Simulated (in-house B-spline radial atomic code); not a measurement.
# S: excited configurations

How much energy does it take to promote electrons of S to other shells? Each configuration is solved by itself and compared with the reference.

Program: in-house B-spline radial atomic code version 1. Level of theory: scalar-relativistic (spin-free one-electron X2C) HSE06, spin-polarised, spherical density, exact exchange averaged over the configuration, Fermi nucleus, basis-set limit. These are calculated values, not measurements, unless marked.

### 1 What is computed

```
element       : sulfur (Z = 16)
charge        : 0
electrons     : 16
configuration : [Ne] 3s2 3p4
Hamiltonian   : scalar-relativistic (X2C)
nucleus       : Fermi, rms radius 3.261 fm
```

Outer shells as boxes (Hund's rule):

[Ne] 3s2 3p4
```
[Ne] core
3s [↑↓]
3p [↑↓][↑ ][↑ ]
```

Where spins are not typed, each open shell is filled with up spins first.

Input settings:

```ini
Z = 16
electrons = 16.0
configuration = [Ne] 3s2 3p4
hamiltonian = x2c
method = hse06
spin_polarised = True
nucleus = fermi
rms_radius = 3.2611
mass_number = 32
atomic_mass = 31.97207117354
speed_of_light = 137.035999084
exact_exchange = averaged over the configuration
```

This reference run was done before. Its total energy is -399.092105 hartree, and its levels are (the highest eight at most):

```
orbital  occupation  energy (eV)  <r> (bohr)
  2s up           1      -220.12      0.4776
2s down           1      -219.81      0.4775
  2p up           3      -162.64      0.4419
2p down           3      -162.16      0.4423
  3s up           1      -20.015       1.693
3s down           1      -17.278       1.705
  3p up           3       -8.672       2.037
3p down           1       -6.835       2.110
```

### 2 Run with [He] 2s2 2p5 3s2 3p4 3d1

The settings differ from step 1 so:

```diff
@@ -2,3 +2,3 @@
 electrons = 16.0
-configuration = [Ne] 3s2 3p4
+configuration = [He] 2s2 2p5 3s2 3p4 3d1
 hamiltonian = x2c
```

The run is started by

```
$ python run_scf.py task.json out
```

task.json lists these runs, among others, and the program works through them in turn.

The program writes no log. Results of the run, from its result record (rounded, main fields):

```text
status: converged
scf [iteration, energy, orbital gradient]:
  - [1, -388.980762224, 0.254]
  - [2, -391.305483692, 0.177]
  - [3, -392.694148065, 0.0404]
  - [4, -392.834159554, 0.00626]
  - [5, -392.826211297, 0.0107]
  - [6, -392.843580613, 0.000732]
  - [7, -392.843712729, 0.000271]
  - [8, -392.843709829, 0.000297]
  - [9, -392.843720202, 3.74e-05]
  - [10, -392.843720589, 4.37e-05]
  - [11, -392.843720815, 1.79e-06]
  - [12, -392.843720816, 3.3e-07]
  - [13, -392.843720816, 6.73e-08]
energy [hartree]: {"total": -392.843720816, "kinetic": 394.588988994, "nuclear": -927.40578782, "coulomb": 164.171688929, "exact_exchange": -5.45204598112, "xc": -18.7465649378}
orbitals [hartree, bohr; first row names the columns]:
  - ["name", "occ", "eps", "<r>"]
  - ["1s up", 1.0, -90.937089, 0.096632]
  - ["1s down", 1.0, -90.831404, 0.096532]
  - ["2s up", 1.0, -9.178923, 0.46613]
  - ["2s down", 1.0, -8.9610726, 0.46842]
  - ["2p up", 3.0, -7.1459963, 0.42551]
  - ["2p down", 2.0, -6.9588858, 0.42785]
  - ["3s up", 1.0, -1.048035, 1.5434]
  - ["3s down", 1.0, -0.91135964, 1.5646]
  - ["3p up", 3.0, -0.58434478, 1.7457]
  - ["3p down", 1.0, -0.48476715, 1.8002]
  - ["3d up", 1.0, -0.024294828, 6.3678]
sum_r [bohr^k]: {"-1": 58.1521, "1": 19.77304, "2": 77.47924}
energy_minus_base [hartree]: 6.24838447
```

Wall time 3 s (1 thread, shared host).

energy_minus_base is the energy less that of the reference run.

### 3 Run with [He] 2s2 2p5 3s2 3p4 4p1

The settings differ from step 2 so:

```diff
@@ -2,3 +2,3 @@
 electrons = 16.0
-configuration = [He] 2s2 2p5 3s2 3p4 3d1
+configuration = [He] 2s2 2p5 3s2 3p4 4p1
 hamiltonian = x2c
```

Results of the run:

```text
status: converged
scf [iteration, energy, orbital gradient]:
  - [1, -389.071740034, 0.254]
  - [2, -391.785567381, 0.146]
  - [3, -392.737452778, 0.0467]
  - [4, -392.850052871, 0.0141]
  - [5, -392.859553379, 0.00698]
  - [6, -392.861706592, 0.000711]
  - [7, -392.861747289, 0.000189]
  - [8, -392.861749809, 5.36e-05]
  - [9, -392.861749944, 1.11e-05]
  - [10, -392.861749948, 6.13e-07]
  - [11, -392.861749948, 7.4e-08]
energy [hartree]: {"total": -392.861749948, "kinetic": 394.610853269, "nuclear": -926.708809049, "coulomb": 163.397144778, "exact_exchange": -5.44769250204, "xc": -18.7132464432}
orbitals [hartree, bohr; first row names the columns]:
  - ["name", "occ", "eps", "<r>"]
  - ["1s up", 1.0, -90.982373, 0.096634]
  - ["1s down", 1.0, -90.875918, 0.096533]
  - ["2s up", 1.0, -9.2307779, 0.46618]
  - ["2s down", 1.0, -9.0131164, 0.4685]
  - ["2p up", 3.0, -7.1973871, 0.42556]
  - ["2p down", 2.0, -7.0100412, 0.42797]
  - ["3s up", 1.0, -1.0987768, 1.5345]
  - ["3s down", 1.0, -0.96555934, 1.5582]
  - ["3p up", 3.0, -0.6310981, 1.7238]
  - ["3p down", 1.0, -0.53655368, 1.7812]
  - ["4p up", 1.0, -0.055784808, 7.1896]
sum_r [bohr^k]: {"-1": 58.10855, "1": 20.49529, "2": 79.92114}
energy_minus_base [hartree]: 6.23035534
```

Run time: 0.91 s. Hardware: 1 thread, shared host.

### 4 Configuration [Ne] 3s1 3p4 4f1

The settings differ from step 3 so:

```diff
@@ -2,3 +2,3 @@
 electrons = 16.0
-configuration = [He] 2s2 2p5 3s2 3p4 4p1
+configuration = [Ne] 3s1 3p4 4f1
 hamiltonian = x2c
```

Results of the run:

```text
status: converged
scf [iteration, energy, orbital gradient]:
  - [1, -395.915073723, 0.241]
  - [2, -397.733832754, 0.104]
  - [3, -398.308519066, 0.0334]
  - [4, -398.351038308, 0.013]
  - [5, -398.354995045, 0.00351]
  - [6, -398.355825145, 0.000288]
  - [7, -398.355856399, 8.13e-05]
  - [8, -398.355863277, 2.83e-05]
  - [9, -398.355865569, 1.22e-05]
  - [10, -398.355866035, 3.55e-06]
  - [11, -398.355866097, 1.16e-06]
  - [12, -398.355866106, 3.65e-07]
  - [13, -398.355866107, 4.84e-08]
energy [hartree]: {"total": -398.355866107, "kinetic": 400.094241947, "nuclear": -944.588960204, "coulomb": 171.420560246, "exact_exchange": -5.93457596621, "xc": -19.3471321292}
orbitals [hartree, bohr; first row names the columns]:
  - ["name", "occ", "eps", "<r>"]
  - ["1s up", 1.0, -89.77364, 0.096643]
  - ["1s down", 1.0, -89.748075, 0.096637]
  - ["2s up", 1.0, -8.509345, 0.47738]
  - ["2s down", 1.0, -8.4767911, 0.47754]
  - ["2p up", 3.0, -6.3981585, 0.4416]
  - ["2p down", 3.0, -6.3641739, 0.44166]
  - ["3s up", 1.0, -1.1068931, 1.6171]
  - ["3p up", 3.0, -0.66139443, 1.843]
  - ["3p down", 1.0, -0.52197199, 1.9385]
  - ["4f up", 1.0, -0.017673039, 16.814]
sum_r [bohr^k]: {"-1": 59.22446, "1": 29.69624, "2": 326.7182}
energy_minus_base [hartree]: 0.736239177
```

Wall time 2.9 s (1 thread, shared host).

### 5 Run with [Ne] 3s2 3p3 3d1

The settings differ from step 4 so:

```diff
@@ -2,3 +2,3 @@
 electrons = 16.0
-configuration = [Ne] 3s1 3p4 4f1
+configuration = [Ne] 3s2 3p3 3d1
 hamiltonian = x2c
```

Results of the run:

```text
status: converged
scf [iteration, energy, orbital gradient]:
  - [1, -396.791031159, 0.24]
  - [2, -398.059963872, 0.116]
  - [3, -398.725543723, 0.0269]
  - [4, -398.791446643, 0.00684]
  - [5, -398.791604933, 0.00528]
  - [6, -398.794948508, 0.00153]
  - [7, -398.795344682, 0.000113]
  - [8, -398.795350196, 0.000166]
  - [9, -398.795353121, 3.94e-05]
  - [10, -398.795353327, 1.95e-06]
  - [11, -398.795353329, 8.48e-07]
  - [12, -398.795353329, 1.69e-08]
energy [hartree]: {"total": -398.795353329, "kinetic": 400.534964322, "nuclear": -947.993634368, "coulomb": 174.104966628, "exact_exchange": -5.99334337069, "xc": -19.4483065413}
orbitals [hartree, bohr; first row names the columns]:
  - ["name", "occ", "eps", "<r>"]
  - ["1s up", 1.0, -89.592113, 0.096648]
  - ["1s down", 1.0, -89.572946, 0.096631]
  - ["2s up", 1.0, -8.3234102, 0.47741]
  - ["2s down", 1.0, -8.3036396, 0.4772]
  - ["2p up", 3.0, -6.2139569, 0.4416]
  - ["2p down", 3.0, -6.1835067, 0.44193]
  - ["3s up", 1.0, -0.94686718, 1.6439]
  - ["3s down", 1.0, -0.773395, 1.6536]
  - ["3p up", 3.0, -0.51198443, 1.9019]
  - ["3d up", 1.0, -0.025355102, 6.6677]
sum_r [bohr^k]: {"-1": 59.4379, "1": 19.46927, "2": 79.92423}
energy_minus_base [hartree]: 0.296751955
```

It took 2.4 s on 1 thread, shared host.

### 6 Run with [Ne] 3s1 3p4 4p1

The settings differ from step 5 so:

```diff
@@ -2,3 +2,3 @@
 electrons = 16.0
-configuration = [Ne] 3s2 3p3 3d1
+configuration = [Ne] 3s1 3p4 4p1
 hamiltonian = x2c
```

Results of the run:

```text
status: converged
scf [iteration, energy, orbital gradient]:
  - [1, -396.052762576, 0.241]
  - [2, -397.774072546, 0.106]
  - [3, -398.346360012, 0.0346]
  - [4, -398.410616224, 0.0121]
  - [5, -398.416763186, 0.00356]
  - [6, -398.417940837, 0.00067]
  - [7, -398.417976595, 0.000197]
  - [8, -398.417979904, 6.19e-05]
  - [9, -398.417980082, 8.66e-06]
  - [10, -398.417980086, 7.94e-07]
  - [11, -398.417980063, 8.32e-08]
energy [hartree]: {"total": -398.417980063, "kinetic": 400.153861546, "nuclear": -946.055830782, "coulomb": 172.80674409, "exact_exchange": -5.93614666462, "xc": -19.3866082537}
orbitals [hartree, bohr; first row names the columns]:
  - ["name", "occ", "eps", "<r>"]
  - ["1s up", 1.0, -89.682036, 0.096643]
  - ["1s down", 1.0, -89.65624, 0.096637]
  - ["2s up", 1.0, -8.4184712, 0.4774]
  - ["2s down", 1.0, -8.3856994, 0.47755]
  - ["2p up", 3.0, -6.3073079, 0.44162]
  - ["2p down", 3.0, -6.2729595, 0.44168]
  - ["3s up", 1.0, -1.0187646, 1.6189]
  - ["3p up", 3.0, -0.57410646, 1.8493]
  - ["3p down", 1.0, -0.43357686, 1.951]
  - ["4p up", 1.0, -0.054884368, 7.3745]
sum_r [bohr^k]: {"-1": 59.31614, "1": 20.29046, "2": 83.00383}
energy_minus_base [hartree]: 0.674125221
```

Wall time 0.83 s (1 thread, shared host).

### 7 Configuration [He] 2s2 2p5 3s2 3p4 4f1

The settings differ from step 6 so:

```diff
@@ -2,3 +2,3 @@
 electrons = 16.0
-configuration = [Ne] 3s1 3p4 4p1
+configuration = [He] 2s2 2p5 3s2 3p4 4f1
 hamiltonian = x2c
```

Results of the run:

```text
status: converged
scf [iteration, energy, orbital gradient]:
  - [1, -388.921571562, 0.254]
  - [2, -391.756500198, 0.142]
  - [3, -392.714240477, 0.0447]
  - [4, -392.790095711, 0.0145]
  - [5, -392.796041529, 0.00634]
  - [6, -392.797632481, 0.000408]
  - [7, -392.797668254, 6.61e-05]
  - [8, -392.797677431, 3.33e-05]
  - [9, -392.797680755, 1.44e-05]
  - [10, -392.79768152, 4.71e-06]
  - [11, -392.797681633, 1.43e-06]
  - [12, -392.797681648, 3.09e-07]
  - [13, -392.797681648, 4.46e-08]
energy [hartree]: {"total": -392.797681648, "kinetic": 394.549207904, "nuclear": -925.168290907, "coulomb": 161.940512037, "exact_exchange": -5.44632137018, "xc": -18.6727893117}
orbitals [hartree, bohr; first row names the columns]:
  - ["name", "occ", "eps", "<r>"]
  - ["1s up", 1.0, -91.078655, 0.096633]
  - ["1s down", 1.0, -90.972441, 0.096533]
  - ["2s up", 1.0, -9.3263188, 0.46616]
  - ["2s down", 1.0, -9.1088789, 0.46848]
  - ["2p up", 3.0, -7.2929227, 0.42555]
  - ["2p down", 2.0, -7.1059234, 0.42795]
  - ["3s up", 1.0, -1.1917417, 1.5329]
  - ["3s down", 1.0, -1.0595775, 1.5565]
  - ["3p up", 3.0, -0.72329131, 1.7186]
  - ["3p down", 1.0, -0.62996244, 1.774]
  - ["4f up", 1.0, -0.01768656, 16.838]
sum_r [bohr^k]: {"-1": 58.01227, "1": 30.11791, "2": 327.3781}
energy_minus_base [hartree]: 6.29442364
```

Wall time 3 s (1 thread, shared host).

### 8 All configurations in order

| net move | configuration | 2|M_S|+1 | energy above the reference (eV) | largest <r> (bohr) |
| --- | --- | --- | --- | --- |
| 3p → 3d | [Ne] 3s2 3p3 3d1 | 5 | 8.075 | 6.67 |
| 3s → 4p | [Ne] 3s1 3p4 4p1 | 5 | 18.344 | 7.37 |
| 3s → 4f | [Ne] 3s1 3p4 4f1 | 5 | 20.034 | 16.8 |
| 2p → 4p | [He] 2s2 2p5 3s2 3p4 4p1 | 5 | 169.54 | 7.19 |
| 2p → 3d | [He] 2s2 2p5 3s2 3p4 3d1 | 5 | 170.03 | 6.37 |
| 2p → 4f | [He] 2s2 2p5 3s2 3p4 4f1 | 5 | 171.28 | 16.8 |

**Reading.** The lowest of them is 3p → 3d at 8.075 eV and the highest 2p → 4f at 171.28 eV. 5 of them lie more than 60 % above minus the reference's highest level (6.835 eV), in the range where a state can decay by emitting an electron. Two partly filled shells share a symmetry and can mix in the average, which may lower the energy, for: 2p → 4p; 2p → 3d; 2p → 4f. The reference has 2|M_S|+1 = 3; 6 of the configurations differ from it in spin. These are spherical averages at the typed spins, not spectroscopic levels.
